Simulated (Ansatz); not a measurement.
# BeMgH (doublet): wave-function methods side by side at distance Mg2–H3 = 3.196 Å, cc-pVDZ

Aim: climb from Hartree-Fock through coupled cluster and multireference methods for BeMgH (doublet) at one geometry and basis, and see what each rung misses.

Program: Ansatz 0.2.0, Gaussian basis. Level of theory: cc-pVDZ, core rule «outside noble gas», up to 6 orbitals frozen. These are calculated values, not measurements.

To be run: UHF; CCSD(T) on ROHF; CCSD(T) on UHF; BCCD(T) on ROHF; CISD; CCSDT(Q) on ROHF; CCSDT(Q) on UHF; CASSCF and MRCISD+Q, 3 electrons in 3 orbitals; CASSCF and NEVPT2, 3 electrons in 3 orbitals; CASSCF and MRCISD+Q, 5 electrons in 9 orbitals; CASSCF and NEVPT2, 5 electrons in 9 orbitals; Full CI.

33 further runs of the same task are left out: 12 for a known fault of the program, 14 that didn't finish, 7 set aside as unsound or not needed.

## (1) What is computed

The geometry derives from a PBE0/def2-TZVP stationary point (not a proven minimum). One bond is set to the value named and the two fragments are kept rigid.

3 atoms, charge 0, spin multiplicity 2.

Atoms are counted from 1 here; the program's logs count them from 0.

No contacts short enough for the rule that draws bonds.

## (2) UHF

File in.yaml:

```yaml
crystal:
  periodic: [false, false, false]
  atoms:
    - {symbol: Be, position_ang: [0.000000, 0.000000, -2.788476]}
    - {symbol: Mg, position_ang: [0.000000, 0.000000, -0.203762]}
    - {symbol: H, position_ang: [0.000000, 0.000000, 2.992238]}
basis:
  gaussian: {orbitals: cc-pVDZ}
magnetization: {spin_polarized: true, initial_magnetization: 1}
hamiltonian: {xc: hf}
output: {orbitals: {seedname: orbitals}}
```

The run is started by

```
$ ansatz run in.yaml --threads 1 --pin off --events-out ev --progress --plain --max-ram 2393MiB
```

The runs that follow: CCSD(T) on ROHF; CCSD(T) on UHF; BCCD(T) on ROHF; CISD; CCSDT(Q) on ROHF; CCSDT(Q) on UHF; CASSCF and MRCISD+Q, 3 electrons in 3 orbitals; CASSCF and NEVPT2, 3 electrons in 3 orbitals; CASSCF and MRCISD+Q, 5 electrons in 9 orbitals; CASSCF and NEVPT2, 5 electrons in 9 orbitals; Full CI.

Before running them: what should the planned runs give, taken together? Wanted: FCI from the RHF energy; RMP2 from FCI; UMP2 from FCI; RCCSD from FCI; RCCSD(T) from FCI; UCCSD(T) from FCI; RCCSDT(Q) from FCI; UCCSDT(Q) from FCI; NEVPT2 pair from FCI.

As calculated:

```
                         quantity                                                                             value
          FCI from the ROHF energy                                                                        -2.5974 eV
                    RMP2 from FCI                                                                   +22.95 kcal/mol
                    UMP2 from FCI                                                                   +22.61 kcal/mol
                   RCCSD from FCI                                                                    +2.97 kcal/mol
                RCCSD(T) from FCI                                                                    +0.96 kcal/mol
                UCCSD(T) from FCI                                                                    +1.39 kcal/mol
               RCCSDT(Q) from FCI                                                                    +0.03 kcal/mol
               UCCSDT(Q) from FCI                                                                    +0.03 kcal/mol
             NEVPT2 pair from FCI                                                                   +16.37 kcal/mol
          NEVPT2 valence from FCI                                                                    +3.58 kcal/mol
        MRCISD+Q valence from FCI                                                                    +0.59 kcal/mol
levels within 1 kcal/mol (43 meV)  RCCSD(T), RCCSDT, UCCSDT, RCCSDT(Q), UCCSDT(Q), MRCISD valence, MRCISD+Q valence
                    T1 diagnostic                                                                             0.082
   effectively unpaired electrons                                                                              1.42
```

RCCSD(T) misses by +0.96 kcal/mol, 1.6 % of the correlation energy. The occupations show some static correlation. Of the multireference levels listed MRCISD+Q valence comes nearest in total energy (+0.59 kcal/mol), which doesn't show that its space is the better one. These misses are within one basis, not against nature; the frozen cores of restricted and unrestricted runs differ, which can shift their rows.

Levels on UHF freeze UHF's core orbitals, full CI those of ROHF, so the U rows can settle a little off it for that reason alone.

With open shells the CI space here admits some triples and quadruples, so it is larger than plain CISD.
